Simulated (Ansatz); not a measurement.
## Ba₃SbP, space group Pm-3m: an equation of state with a fit, step by step

With Ansatz's Python interface.

Typed at the interpreter:
```pycon
>>> import ansatz as az
>>> import numpy as np
>>> vectors0 = np.array([
...     [6.113177, 0.0, 0.0],
...     [0.0, 6.113177, 0.0],
...     [0.0, 0.0, 6.113177],
... ])
>>> sites = [
...     ("Ba", (0.0, 0.5, 0.5)),
...     ("Ba", (0.5, 0.0, 0.5)),
...     ("Ba", (0.5, 0.5, 0.0)),
...     ("Sb", (0.0, 0.0, 0.0)),
...     ("P", (0.5, 0.5, 0.5)),
... ]
>>> def on_lattice(cell):
...     crystal = az.Crystal(lattice=az.Lattice.of(cell))
...     for symbol, position in sites:
...         crystal = crystal.atom(symbol, position)
...     return crystal
...
>>> # uniform scaling of the cell
>>> volumes, energies = [], []
>>> for scale in np.linspace(0.88, 1.12, 7):
...     cell = vectors0 * scale ** (1 / 3)
...     calc = (
...         on_lattice(cell).calculation()
...         .occupations(az.OccupationsMethod.FIXED)
...         .functional(az.Functional.PBE)
...         .basis(500)
...         .kpoints(4, 4, 4)  # sampling of the Brillouin zone
...     )
...     r = calc.run(threads=1).report
...     volumes.append(abs(np.linalg.det(cell)) / len(sites))
...     energies.append(r["free_energy_ev"] / len(sites))
...     print(f"V = {volumes[-1]:8.4f} A^3/atom  F = {energies[-1]:.5f} eV/atom")
...
V =  40.2081 A^3/atom  F = -5018.60179 eV/atom
V =  42.0357 A^3/atom  F = -5018.63273 eV/atom
V =  43.8634 A^3/atom  F = -5018.64690 eV/atom
V =  45.6910 A^3/atom  F = -5018.64738 eV/atom
V =  47.5187 A^3/atom  F = -5018.63671 eV/atom
V =  49.3463 A^3/atom  F = -5018.61695 eV/atom
V =  51.1739 A^3/atom  F = -5018.58978 eV/atom
>>> # third-order Birch-Murnaghan: a cubic in V^(-2/3)
>>> x = np.array(volumes) ** (-2 / 3)
>>> poly = np.polynomial.Polynomial.fit(x, energies, 3).convert()
>>> roots = poly.deriv().roots()
>>> x0 = min((r.real for r in roots if abs(r.imag) < 1e-9 and poly.deriv(2)(r.real) > 0), key=lambda r: abs(r - x.mean()))
>>> v0 = x0 ** -1.5
>>> b0 = 4 / 9 * poly.deriv(2)(x0) * v0 ** (-7 / 3) * 160.21766
>>> b1 = 4 + 2 / 3 * x0 * poly.deriv(3)(x0) / poly.deriv(2)(x0)
>>> print(f"V0 = {v0:.4f} A^3/atom, B0 = {b0:.1f} GPa, dB/dP = {b1:.2f}")
V0 = 44.8336 A^3/atom, B0 = 26.3 GPa, dB/dP = 4.00
```

A third-order Birch-Murnaghan fit through the 7 points has its minimum at 44.83 Å³ an atom, 1.9 % below the typed cell, with a bulk modulus of 26 GPa and dB/dP = 4.0. From that minimum the energy rises by 46.9 meV an atom on the compressed side and 58.9 meV on the expanded side.

Notes:
- Absolute energies stand on the zero of these potentials, so only differences at equal settings mean something.
- For a gap this small the mesh is coarse, and bands can meet between its points.
- This cell is a computed structure, which may not be the phase found in nature.
- Hardware and time: 43 s on 1 thread of Intel(R) Xeon(R) Processor @ 2.30GHz, on a shared host, peak memory 0.68 GiB.
